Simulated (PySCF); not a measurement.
# YbH4O4−: ligand-field states

What do calculations give for the ligand-field states of YbH4O4−?

Computed with PySCF 2.14.0 and routines of our own; the level stands in each step. Atoms count from 0.

## Step 1: The starting structure

9 atoms, charge -1, states of the metal's open shell are computed; geometry from: model geometry, bond lengths from ionic radii.

## Step 2: Ligand-field states: state-averaged CASSCF in water

The job: settings as JSON, then the geometry in Å.

```
{"job": {"kind": "lf", "basis": {"metal": "x2c-TZVPall", "ligand": "x2c-SVPall"}, "nevpt": true, "solvent": "water"}, "charge": -1, "metal": "Yb", "open_shell": "f13"}
Yb     0.000000     0.000000     0.000000
O      1.222828     1.222828     1.222828
H      0.968911     2.100282     1.534597
O     -1.222828    -1.222828     1.222828
H     -0.968911    -2.100282     1.534597
O     -1.222828     1.222828    -1.222828
H     -2.100282     0.968911    -1.534597
O      1.222828    -1.222828    -1.222828
H      2.100282    -0.968911    -1.534597
```

Method: state-averaged CASSCF of the metal f shell, SC-NEVPT2 on the averaged canonical orbitals, state-interaction spin-orbit coupling.

Run with:

```
$ OMP_NUM_THREADS=1 python lf_run.py task.json out
```

One launch serves the whole session: the jobs run in the order shown.

The program printed:

```text
basis functions 180, electrons 107, active (13e, 7o)
stage 1: DIIS on the effective Fock matrix, level shift 0.30
cycle   1  E = -14349.0672399754  dE = -1.435e+04  max|g| = 5.435e+00
cycle   2  E = -14349.2184281158  dE = -1.512e-01  max|g| = 5.147e+00
cycle   3  E = -14301.5395498870  dE =  4.768e+01  max|g| = 1.158e+01
cycle   4  E = -14357.6440079945  dE = -5.610e+01  max|g| = 9.099e-01
cycle   5  E = -14357.9931772107  dE = -3.492e-01  max|g| = 1.185e-01
cycle   6  E = -14358.0342602127  dE = -4.108e-02  max|g| = 1.067e-01
cycle   7  E = -14358.0473888602  dE = -1.313e-02  max|g| = 4.179e-02
cycle   8  E = -14358.0837241178  dE = -3.634e-02  max|g| = 4.885e-02
cycle   9  E = -14357.8615390314  dE =  2.222e-01  max|g| = 1.791e-01
cycle  10  E = -14357.6958250717  dE =  1.657e-01  max|g| = 3.112e-01
cycle  11  E = -14357.5761661290  dE =  1.197e-01  max|g| = 4.142e-01
cycle  12  E = -14357.5513269409  dE =  2.484e-02  max|g| = 4.409e-01
cycle  13  E = -14357.5324693008  dE =  1.886e-02  max|g| = 4.609e-01
cycle  14  E = -14357.5148020034  dE =  1.767e-02  max|g| = 4.797e-01
cycle  15  E = -14357.5009208811  dE =  1.388e-02  max|g| = 4.944e-01
stage 2: quasi-Newton rotations from the point of smallest gradient
cycle  17  E = -14358.0854895355  dE = -3.810e-02  max|g| = 1.437e-02
cycle  18  E = -14358.0883568601  dE = -2.867e-03  max|g| = 8.026e-03
cycle  19  E = -14358.0885292057  dE = -1.723e-04  max|g| = 1.164e-02
cycle  20  E = -14358.0885714411  dE = -4.224e-05  max|g| = 6.505e-03
cycle  21  E = -14358.0885819920  dE = -1.055e-05  max|g| = 7.132e-04
cycle  22  E = -14358.0885829606  dE = -9.686e-07  max|g| = 2.974e-04
cycle  23  E = -14358.0885831725  dE = -2.119e-07  max|g| = 1.040e-04
cycle  24  E = -14358.0885831946  dE = -2.212e-08  max|g| = 1.456e-05
cycle  25  E = -14358.0885831953  dE = -7.076e-10  max|g| = 7.925e-06
converged average energy = -14358.0885831953

 mult deg   label        CASSCF/cm-1   NEVPT2/cm-1
   2   1   2A                  0.0           0.0
   2   2   2E                255.5         290.9
   2   1   2B                312.8         419.6
   2   1   2A                418.7         535.0
   2   2   2E                456.4         575.1

spin-orbit levels / cm-1
      0.00  x2  2A 0.54 2E 0.41 2A 0.03
    211.83  x2  2B 0.54 2E 0.46
    303.26  x2  2A 0.53 2E 0.27 2E 0.16
    420.85  x2  2E 0.96 2B 0.03
  10237.02  x2  2A 0.41 2E 0.32 2A 0.22
  10357.92  x2  2E 0.53 2B 0.43 2E 0.04
  10563.80  x2  2E 0.77 2A 0.22
```

Run time: 27 s. Hardware: 1 thread of Arm Neoverse V1, shared host; peak memory 0.5 GiB.

Warnings kept with the result: spin Hamiltonian not valid, low-lying orbital states.

From this job:

```tsv
quantity	value
spin-orbit constant ζ	2900 cm⁻¹
```

Powder susceptibility:

```tsv
T (K)	χT (cm³ K/mol)	μ(eff)
2	1.029	2.87
5	1.055	2.90
10	1.097	2.96
20	1.182	3.08
30	1.267	3.18
50	1.437	3.39
75	1.643	3.62
100	1.827	3.82
150	2.101	4.10
200	2.266	4.26
250	2.362	4.35
300	2.421	4.40
```

Orbitals, density, ELF and potential are computed afterwards from the orbital file.

The spin density lies nearest to Yb0 100 %.

## Step 3: Ligand-field states: state-averaged CASSCF (freeze False) in water

Settings changed since step 2:

```diff
@@ -1,2 +1,2 @@
-{"job": {"kind": "lf", "basis": {"metal": "x2c-TZVPall", "ligand": "x2c-SVPall"}, "nevpt": true, "solvent": "water"}, "charge": -1, "metal": "Yb", "open_shell": "f13"}
+{"job": {"kind": "lf", "basis": {"metal": "x2c-TZVPall", "ligand": "x2c-SVPall"}, "nevpt": true, "solvent": "water", "freeze": false}, "charge": -1, "metal": "Yb", "open_shell": "f13"}
 Yb     0.000000     0.000000     0.000000
```

With the program's defaults for keys left out, this is: state-averaged CASSCF of the metal f shell, SC-NEVPT2 on the averaged canonical orbitals, state-interaction spin-orbit coupling.

The program printed:

```text
basis functions 180, electrons 107, active (13e, 7o)
stage 1: DIIS on the effective Fock matrix, level shift 0.30
cycle   1  E = -14349.0672399754  dE = -1.435e+04  max|g| = 5.435e+00
cycle   2  E = -14349.2184281158  dE = -1.512e-01  max|g| = 5.147e+00
cycle   3  E = -14301.5395498870  dE =  4.768e+01  max|g| = 1.158e+01
cycle   4  E = -14357.6440079945  dE = -5.610e+01  max|g| = 9.099e-01
cycle   5  E = -14357.9931772107  dE = -3.492e-01  max|g| = 1.185e-01
cycle   6  E = -14358.0342602127  dE = -4.108e-02  max|g| = 1.067e-01
cycle   7  E = -14358.0473888602  dE = -1.313e-02  max|g| = 4.179e-02
cycle   8  E = -14358.0837241178  dE = -3.634e-02  max|g| = 4.885e-02
cycle   9  E = -14357.8615390314  dE =  2.222e-01  max|g| = 1.791e-01
cycle  10  E = -14357.6958250717  dE =  1.657e-01  max|g| = 3.112e-01
cycle  11  E = -14357.5761661290  dE =  1.197e-01  max|g| = 4.142e-01
cycle  12  E = -14357.5513269409  dE =  2.484e-02  max|g| = 4.409e-01
cycle  13  E = -14357.5324693008  dE =  1.886e-02  max|g| = 4.609e-01
cycle  14  E = -14357.5148020034  dE =  1.767e-02  max|g| = 4.797e-01
cycle  15  E = -14357.5009208811  dE =  1.388e-02  max|g| = 4.944e-01
stage 2: quasi-Newton rotations from the point of smallest gradient
cycle  17  E = -14358.0854895355  dE = -3.810e-02  max|g| = 1.437e-02
cycle  18  E = -14358.0883568601  dE = -2.867e-03  max|g| = 8.026e-03
cycle  19  E = -14358.0885292057  dE = -1.723e-04  max|g| = 1.164e-02
cycle  20  E = -14358.0885714411  dE = -4.224e-05  max|g| = 6.505e-03
cycle  21  E = -14358.0885819920  dE = -1.055e-05  max|g| = 7.132e-04
cycle  22  E = -14358.0885829606  dE = -9.686e-07  max|g| = 2.974e-04
cycle  23  E = -14358.0885831725  dE = -2.119e-07  max|g| = 1.040e-04
cycle  24  E = -14358.0885831946  dE = -2.212e-08  max|g| = 1.456e-05
cycle  25  E = -14358.0885831953  dE = -7.076e-10  max|g| = 7.925e-06
converged average energy = -14358.0885831953

 mult deg   label        CASSCF/cm-1   NEVPT2/cm-1
   2   1   2A                  0.0           0.0
   2   2   2E                255.5         290.7
   2   1   2B                312.8         427.8
   2   1   2A                418.7         540.9
   2   2   2E                456.4         582.4

spin-orbit levels / cm-1
      0.00  x2  2A 0.54 2E 0.41 2A 0.03
    215.97  x2  2B 0.53 2E 0.46
    307.25  x2  2A 0.53 2E 0.27 2E 0.16
    427.86  x2  2E 0.96 2B 0.03
  10238.44  x2  2A 0.41 2E 0.32 2A 0.22
  10361.43  x2  2E 0.53 2B 0.43 2E 0.04
  10570.52  x2  2E 0.77 2A 0.22
```

It took 26 s on 1 thread of Arm Neoverse V1, shared host; peak memory 0.51 GiB.

Warnings kept with the result: spin Hamiltonian not valid, low-lying orbital states.

In short:

```tsv
quantity	value
spin-orbit constant ζ	2900 cm⁻¹
```

Powder susceptibility:

```tsv
T (K)	χT (cm³ K/mol)	μ(eff)
2	1.026	2.87
20	1.177	3.07
100	1.815	3.81
300	2.416	4.40
```

## Step 4: Ligand-field states: state-averaged CASSCF (soc bare) in water

Settings changed since step 3:

```diff
@@ -1,2 +1,2 @@
-{"job": {"kind": "lf", "basis": {"metal": "x2c-TZVPall", "ligand": "x2c-SVPall"}, "nevpt": true, "solvent": "water", "freeze": false}, "charge": -1, "metal": "Yb", "open_shell": "f13"}
+{"job": {"kind": "lf", "basis": {"metal": "x2c-TZVPall", "ligand": "x2c-SVPall"}, "nevpt": true, "solvent": "water", "soc": "bare"}, "charge": -1, "metal": "Yb", "open_shell": "f13"}
 Yb     0.000000     0.000000     0.000000
```

With the program's defaults for keys left out, this is: state-averaged CASSCF of the metal f shell, SC-NEVPT2 on the averaged canonical orbitals, state-interaction spin-orbit coupling.

The program printed:

```text
basis functions 180, electrons 107, active (13e, 7o)
stage 1: DIIS on the effective Fock matrix, level shift 0.30
cycle   1  E = -14349.0672399754  dE = -1.435e+04  max|g| = 5.435e+00
cycle   2  E = -14349.2184281158  dE = -1.512e-01  max|g| = 5.147e+00
cycle   3  E = -14301.5395498870  dE =  4.768e+01  max|g| = 1.158e+01
cycle   4  E = -14357.6440079945  dE = -5.610e+01  max|g| = 9.099e-01
cycle   5  E = -14357.9931772107  dE = -3.492e-01  max|g| = 1.185e-01
cycle   6  E = -14358.0342602127  dE = -4.108e-02  max|g| = 1.067e-01
cycle   7  E = -14358.0473888602  dE = -1.313e-02  max|g| = 4.179e-02
cycle   8  E = -14358.0837241178  dE = -3.634e-02  max|g| = 4.885e-02
cycle   9  E = -14357.8615390314  dE =  2.222e-01  max|g| = 1.791e-01
cycle  10  E = -14357.6958250717  dE =  1.657e-01  max|g| = 3.112e-01
cycle  11  E = -14357.5761661290  dE =  1.197e-01  max|g| = 4.142e-01
cycle  12  E = -14357.5513269409  dE =  2.484e-02  max|g| = 4.409e-01
cycle  13  E = -14357.5324693008  dE =  1.886e-02  max|g| = 4.609e-01
cycle  14  E = -14357.5148020034  dE =  1.767e-02  max|g| = 4.797e-01
cycle  15  E = -14357.5009208811  dE =  1.388e-02  max|g| = 4.944e-01
stage 2: quasi-Newton rotations from the point of smallest gradient
cycle  17  E = -14358.0854895355  dE = -3.810e-02  max|g| = 1.437e-02
cycle  18  E = -14358.0883568601  dE = -2.867e-03  max|g| = 8.026e-03
cycle  19  E = -14358.0885292057  dE = -1.723e-04  max|g| = 1.164e-02
cycle  20  E = -14358.0885714411  dE = -4.224e-05  max|g| = 6.505e-03
cycle  21  E = -14358.0885819920  dE = -1.055e-05  max|g| = 7.132e-04
cycle  22  E = -14358.0885829606  dE = -9.686e-07  max|g| = 2.974e-04
cycle  23  E = -14358.0885831725  dE = -2.119e-07  max|g| = 1.040e-04
cycle  24  E = -14358.0885831946  dE = -2.212e-08  max|g| = 1.456e-05
cycle  25  E = -14358.0885831953  dE = -7.076e-10  max|g| = 7.925e-06
converged average energy = -14358.0885831953

 mult deg   label        CASSCF/cm-1   NEVPT2/cm-1
   2   1   2A                  0.0           0.0
   2   2   2E                255.5         290.9
   2   1   2B                312.8         419.6
   2   1   2A                418.7         535.0
   2   2   2E                456.4         575.1

spin-orbit levels / cm-1
      0.00  x2  2A 0.53 2E 0.42 2A 0.03
    208.85  x2  2B 0.54 2E 0.46
    301.44  x2  2A 0.53 2E 0.26 2E 0.16
    418.85  x2  2E 0.96 2B 0.03
  18572.17  x2  2A 0.42 2E 0.32 2A 0.21
  18696.44  x2  2E 0.53 2B 0.43 2E 0.03
  18901.45  x2  2E 0.77 2A 0.22
```

Wall time 19 s (1 thread of Arm Neoverse V1, shared host); peak memory 0.52 GiB.

Warnings kept with the result: spin Hamiltonian not valid, low-lying orbital states.

From this job:

```tsv
quantity	value
spin-orbit constant ζ	5283 cm⁻¹
```

Powder susceptibility:

```tsv
T (K)	χT (cm³ K/mol)	μ(eff)
2	1.020	2.86
20	1.176	3.07
100	1.829	3.83
300	2.421	4.40
```

## Step 5: Ligand-field states: state-averaged CASSCF (shift 0.1) in water

Settings changed since step 4:

```diff
@@ -1,2 +1,2 @@
-{"job": {"kind": "lf", "basis": {"metal": "x2c-TZVPall", "ligand": "x2c-SVPall"}, "nevpt": true, "solvent": "water", "soc": "bare"}, "charge": -1, "metal": "Yb", "open_shell": "f13"}
+{"job": {"kind": "lf", "basis": {"metal": "x2c-TZVPall", "ligand": "x2c-SVPall"}, "nevpt": true, "solvent": "water", "shift": 0.1}, "charge": -1, "metal": "Yb", "open_shell": "f13"}
 Yb     0.000000     0.000000     0.000000
```

With the program's defaults for keys left out, this is: state-averaged CASSCF of the metal f shell, SC-NEVPT2 on the averaged canonical orbitals, state-interaction spin-orbit coupling.

The program printed:

```text
basis functions 180, electrons 107, active (13e, 7o)
stage 1: DIIS on the effective Fock matrix, level shift 0.10
cycle   1  E = -14349.0672399754  dE = -1.435e+04  max|g| = 5.435e+00
cycle   2  E = -14334.6087808338  dE =  1.446e+01  max|g| = 6.349e+00
cycle   3  E = -14281.9717035201  dE =  5.264e+01  max|g| = 1.625e+01
cycle   4  E = -14357.5732648742  dE = -7.560e+01  max|g| = 9.662e-01
cycle   5  E = -14357.9220284604  dE = -3.488e-01  max|g| = 2.767e-01
cycle   6  E = -14357.7588698267  dE =  1.632e-01  max|g| = 2.224e-01
cycle   7  E = -14357.9649045389  dE = -2.060e-01  max|g| = 2.440e-01
cycle   8  E = -14357.9481661802  dE =  1.674e-02  max|g| = 7.850e-02
cycle   9  E = -14358.0139839790  dE = -6.582e-02  max|g| = 6.994e-02
cycle  10  E = -14357.9946722693  dE =  1.931e-02  max|g| = 6.473e-02
cycle  11  E = -14358.0439393030  dE = -4.927e-02  max|g| = 8.584e-02
cycle  12  E = -14358.0717552542  dE = -2.782e-02  max|g| = 9.697e-02
cycle  13  E = -14357.9451908719  dE =  1.266e-01  max|g| = 7.366e-02
cycle  14  E = -14357.7710208158  dE =  1.742e-01  max|g| = 2.324e-01
cycle  15  E = -14357.6207100916  dE =  1.503e-01  max|g| = 3.802e-01
stage 2: quasi-Newton rotations from the point of smallest gradient
cycle  17  E = -14358.0628361786  dE = -6.816e-02  max|g| = 5.524e-02
cycle  18  E = -14358.0872835740  dE = -2.445e-02  max|g| = 5.613e-02
cycle  21  E = -14358.0883588768  dE = -1.075e-03  max|g| = 1.657e-02
cycle  22  E = -14358.0885777194  dE = -2.188e-04  max|g| = 1.629e-03
cycle  23  E = -14358.0885818436  dE = -4.124e-06  max|g| = 1.055e-03
cycle  24  E = -14358.0885831200  dE = -1.276e-06  max|g| = 2.486e-04
cycle  25  E = -14358.0885831859  dE = -6.597e-08  max|g| = 5.672e-05
cycle  26  E = -14358.0885831951  dE = -9.180e-09  max|g| = 1.212e-05
cycle  27  E = -14358.0885831954  dE = -3.256e-10  max|g| = 3.447e-06
converged average energy = -14358.0885831954

 mult deg   label        CASSCF/cm-1   NEVPT2/cm-1
   2   1   2A                  0.0           0.0
   2   2   2E                255.5         291.0
   2   1   2B                312.9         419.6
   2   1   2A                418.7         535.0
   2   2   2E                456.5         575.1

spin-orbit levels / cm-1
      0.00  x2  2A 0.54 2E 0.41 2A 0.03
    211.85  x2  2B 0.54 2E 0.46
    303.26  x2  2A 0.53 2E 0.27 2E 0.16
    420.83  x2  2E 0.96 2B 0.03
  10237.02  x2  2A 0.41 2E 0.32 2A 0.22
  10357.94  x2  2E 0.53 2B 0.43 2E 0.04
  10563.79  x2  2E 0.77 2A 0.22
```

Wall time 23 s (1 thread of Arm Neoverse V1, shared host); peak memory 0.51 GiB.

Warnings kept with the result: spin Hamiltonian not valid, low-lying orbital states.

From this job:

```tsv
quantity	value
spin-orbit constant ζ	2900 cm⁻¹
```

Powder susceptibility:

```tsv
T (K)	χT (cm³ K/mol)	μ(eff)
2	1.029	2.87
20	1.182	3.08
100	1.827	3.82
300	2.421	4.40
```

## Step 6: Ligand-field states: state-averaged CASSCF (stretch 1.5) in water

The job: settings as JSON, then the geometry in Å.

```
{"job": {"kind": "lf", "basis": {"metal": "x2c-TZVPall", "ligand": "x2c-SVPall"}, "nevpt": true, "solvent": "water", "max_cycle": 100}, "charge": -1, "metal": "Yb", "open_shell": "f13"}
Yb     0.000000     0.000000     0.000000
O      1.834242     1.834242     1.834242
H      1.453366     3.150423     2.301896
O     -1.834242    -1.834242     1.834242
H     -1.453366    -3.150423     2.301896
O     -1.834242     1.834242    -1.834242
H     -3.150423     1.453366    -2.301896
O      1.834242    -1.834242    -1.834242
H      3.150423    -1.453366    -2.301896
```

With the program's defaults for keys left out, this is: state-averaged CASSCF of the metal f shell, SC-NEVPT2 on the averaged canonical orbitals, state-interaction spin-orbit coupling.

The program printed:

```text
basis functions 180, electrons 107, active (13e, 7o)
stage 1: DIIS on the effective Fock matrix, level shift 0.30
cycle   1  E = -14350.7783480583  dE = -1.435e+04  max|g| = 4.169e+00
cycle   2  E = -14352.1651949370  dE = -1.387e+00  max|g| = 4.388e+00
cycle   3  E = -14343.4907648333  dE =  8.674e+00  max|g| = 6.385e+00
cycle   4  E = -14357.2078634312  dE = -1.372e+01  max|g| = 2.236e-01
cycle   5  E = -14357.2494190733  dE = -4.156e-02  max|g| = 4.776e-02
cycle   6  E = -14357.2506634612  dE = -1.244e-03  max|g| = 4.453e-02
cycle   7  E = -14357.2293558981  dE =  2.131e-02  max|g| = 6.677e-02
cycle   8  E = -14357.2039231596  dE =  2.543e-02  max|g| = 7.532e-02
cycle   9  E = -14357.2468083429  dE = -4.289e-02  max|g| = 3.856e-02
cycle  10  E = -14357.1807962960  dE =  6.601e-02  max|g| = 1.097e-01
cycle  11  E = -14357.2365604980  dE = -5.576e-02  max|g| = 5.803e-02
cycle  12  E = -14357.1650042221  dE =  7.156e-02  max|g| = 1.491e-01
cycle  13  E = -14357.2423297989  dE = -7.733e-02  max|g| = 4.804e-02
cycle  14  E = -14357.1773869623  dE =  6.494e-02  max|g| = 1.393e-01
cycle  15  E = -14357.1808608879  dE = -3.474e-03  max|g| = 1.296e-01
stage 2: quasi-Newton rotations from the point of smallest gradient
cycle  17  E = -14357.2603183833  dE = -1.351e-02  max|g| = 1.435e-02
cycle  18  E = -14357.2639334905  dE = -3.615e-03  max|g| = 1.987e-02
cycle  19  E = -14357.2640726796  dE = -1.392e-04  max|g| = 2.122e-02
cycle  20  E = -14357.2642381003  dE = -1.654e-04  max|g| = 2.006e-03
cycle  21  E = -14357.2642573004  dE = -1.920e-05  max|g| = 1.439e-03
cycle  22  E = -14357.2642648153  dE = -7.515e-06  max|g| = 1.182e-03
cycle  23  E = -14357.2642657130  dE = -8.977e-07  max|g| = 1.274e-04
cycle  24  E = -14357.2642658470  dE = -1.339e-07  max|g| = 9.609e-05
cycle  25  E = -14357.2642659076  dE = -6.065e-08  max|g| = 3.933e-05
cycle  26  E = -14357.2642659164  dE = -8.829e-09  max|g| = 2.288e-05
cycle  27  E = -14357.2642659195  dE = -3.018e-09  max|g| = 7.127e-06
converged average energy = -14357.2642659195

 mult deg   label        CASSCF/cm-1   NEVPT2/cm-1
   2   1   2A                  0.0           0.0
   2   2   2E                 43.0          75.0
   2   1   2B                 51.3          82.4
   2   1   2A                 46.9          82.6
   2   2   2E                 56.8          89.9

spin-orbit levels / cm-1
      0.00  x2  2A 0.57 2E 0.30 2A 0.12
     45.78  x2  2E 0.51 2B 0.47
     49.01  x2  2A 0.45 2E 0.30 2E 0.24
     56.05  x2  2E 0.88 2B 0.10
  10198.51  x2  2A 0.42 2E 0.37 2A 0.19
  10233.29  x2  2E 0.46 2B 0.43 2E 0.11
  10241.20  x2  2E 0.73 2A 0.24
```

It took 23 s on 1 thread of Arm Neoverse V1, shared host; peak memory 0.51 GiB.

The run ended normally, but its values are not to be used for the molecule: all coordinates were scaled by 1.5.

## Step 7: The runs side by side

From the NEVPT2 states (cm⁻¹; the spread is that of the fitted one-electron ligand-field levels):

```tsv
step	setting	ground state	next state	orbital spread	ζ	μ(eff), 300 K
2	as given	2A	2E at 291	575	2900	4.40
3	freeze False	2A	2E at 291	582	2900	4.40
4	soc bare	2A	2E at 291	575	5283	4.40
5	shift 0.1	2A	2E at 291	575	2900	4.40
```

## Step 8: What came out

| quantity | value |
| --- | --- |
| spin-orbit constant ζ (step 2, state-averaged CASSCF in water) | 2900 cm⁻¹ |
| ground multiplicity, μ(eff) at 300 K (step 2, 4 donors at 2.12 Å) | 2, 4.40 μB |
| ground multiplicity, μ(eff) at 300 K (step 3, 4 donors at 2.12 Å) | 2, 4.40 μB |
| ground multiplicity, μ(eff) at 300 K (step 4, 4 donors at 2.12 Å) | 2, 4.40 μB |
| ground multiplicity, μ(eff) at 300 K (step 5, 4 donors at 2.12 Å) | 2, 4.40 μB |
| runs | 0 failed, 1 ended on unsound input |

What this shows: In step 2, χT goes from 1.03 at 2 K to 2.42 cm³ K/mol at 300 K, as higher levels fill or mix in. The bare spin-orbit operator lacks the screening by other electrons, so its ζ comes out too large.
